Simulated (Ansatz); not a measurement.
# CH6SSi2: the cost of one run

All numbers below are computed with Ansatz 0.2.0 (RHF/def2-SVP).

## Step 1: The structure to begin with

Bond lengths: Si1–Si2 2.195 Å, Si2–C3 1.780 Å, Si2–S4 2.230 Å, C3–S4 1.681 Å, Si1–H5 1.502 Å, Si1–H6 1.546 Å, Si1–H7 1.481 Å, Si2–H8 1.452 Å, C3–H9 1.145 Å, C3–H10 1.088 Å. Angles (14 of 19 angles, heavy atoms first): Si1–Si2–C3 118.2°, Si1–Si2–S4 111.6°, C3–Si2–S4 48.0°, Si2–C3–S4 80.1°, Si2–S4–C3 51.9°, Si1–Si2–H8 124.0°, C3–Si2–H8 117.6°, S4–Si2–H8 107.8°, Si2–Si1–H5 114.5°, Si2–Si1–H6 111.5°, Si2–Si1–H7 114.6°, Si2–C3–H9 116.9°, Si2–C3–H10 119.9°, S4–C3–H9 115.7°.

Coordinates:

```xyz
10

Si   -1.3068    0.7350   -0.7836
Si   -0.1702   -0.5882    0.5487
C     1.5916   -0.3587    0.6606
S     1.5319   -1.5579   -0.5164
H    -0.4900    1.8118   -1.4382
H    -2.3950    1.5176   -0.0126
H    -2.0283    0.0403   -1.8750
H    -0.7764   -1.5825    1.4158
H     2.0917   -0.6557    1.6467
H     2.0347    0.5871    0.3571
```

## Step 2: End point A

input.yaml reads:

```yaml
crystal:
  periodic: [false, false, false]
  atoms:
    - { symbol: Si, position_ang: [-1.3068, 0.735, -0.7836] }
    - { symbol: Si, position_ang: [-0.1702, -0.5882, 0.5487] }
    - { symbol: C, position_ang: [1.5916, -0.3587, 0.6606] }
    - { symbol: S, position_ang: [1.5319, -1.5579, -0.5164] }
    - { symbol: H, position_ang: [-0.49, 1.8118, -1.4382] }
    - { symbol: H, position_ang: [-2.395, 1.5176, -0.0126] }
    - { symbol: H, position_ang: [-2.0283, 0.0403, -1.875] }
    - { symbol: H, position_ang: [-0.7764, -1.5825, 1.4158] }
    - { symbol: H, position_ang: [2.0917, -0.6557, 1.6467] }
    - { symbol: H, position_ang: [2.0347, 0.5871, 0.3571] }
basis:
  gaussian: { orbitals: def2-SVP }
hamiltonian:
  xc: hf
relax:
  f_tol: 0.015
  max_steps: 40
output:
  orbitals: {}
```

Run with:

```
$ ansatz run input.yaml --threads 1 --pin off --max-ram 2048MiB --backend cpu --events-out ev --progress --plain --runs-dir out
```

Q: Estimate wall time and peak memory on 1 thread of Arm Neoverse V1, shared host.

About 19 s, with a peak of 0.19 GiB.
